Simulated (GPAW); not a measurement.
Input of a GPAW 26.7.0 run:

File run.py:

```python
import numpy as np
from ase.constraints import FixAtoms
from ase.io import read, write
from ase.optimize import BFGS
from gpaw import GPAW, PW

atoms = read('Ga.xyz')
atoms.pbc = (True, True, False)
atoms.set_constraint(FixAtoms([0, 1, 2]))

calc = GPAW(mode=PW(450),
            xc='MGGA_X_R2SCAN+MGGA_C_R2SCAN',
            kpts={'size': (9, 9, 1), 'gamma': True},
            occupations={'name': 'fermi-dirac', 'width': 0.05},
            nbands=22,
            convergence={'density': 1e-05, 'energy': 1e-05},
            maxiter=150,
            poissonsolver={'dipolelayer': 'xy'},
            symmetry={'extra_ids': [1, 1, 1, 0, 0, 0], 'tolerance': 0.001},
            txt='gpaw.txt')
atoms.calc = calc
opt = BFGS(atoms, trajectory='relax.traj', logfile='-')
done = opt.run(fmax=0.02, steps=60)
calc.write('gs.gpw')
write('result.traj', atoms)
print('Converged:', done)
print('Cell:', atoms.cell.cellpar().round(4))
print('Volume:', round(atoms.get_volume(), 4))
print(atoms.get_scaled_positions().round(5))

v = calc.get_electrostatic_potential().mean(axis=(0, 1))
z = np.arange(len(v)) * atoms.cell[2, 2] / len(v)
ef = calc.get_fermi_level()
np.savetxt('planar.dat', np.c_[z, v], fmt='%.4f')
below, above = np.interp([1.5, atoms.cell[2, 2] - 1.5], z, v) - ef
print(f'Work functions: bottom {below:.4f} eV, top {above:.4f} eV')
print('Dipole moment:', *calc.get_dipole_moment().round(5), 'e A')
```

The input Ga.xyz:

```xyz
6
Lattice="2.9851085407 -0.0000000000 0.0000000000 0.3437091101 2.9652549718 -0.0000000000 0.0000000000 0.0000000000 24.9277792079" Properties=species:S:1:pos:R:3 pbc="T T T"
Ga     1.6644088254      1.4826274859      7.5000000000
Ga     0.0000000000      0.0000000000      9.4855558416
Ga     1.6644088254      1.4826274859     11.4711116831
Ga     0.0000000000      0.0000000000     13.4566675247
Ga     1.6644088254      1.4826274859     15.4422233663
Ga     0.0000000000      0.0000000000     17.4277792079
```

Potentials or basis: GPAW PAW data sets (gpaw-data 1.2.1), pw.

The run is started by

```sh
$ OMP_NUM_THREADS=1 python run.py
```

(1) What does it give for the band gap on the k mesh?

(2) Estimate the work function of the upper face.

## Answers

(1) none (metal or under the smearing width).

(2) 4.35 eV.

Caveat: later steps reuse the first step's grids.
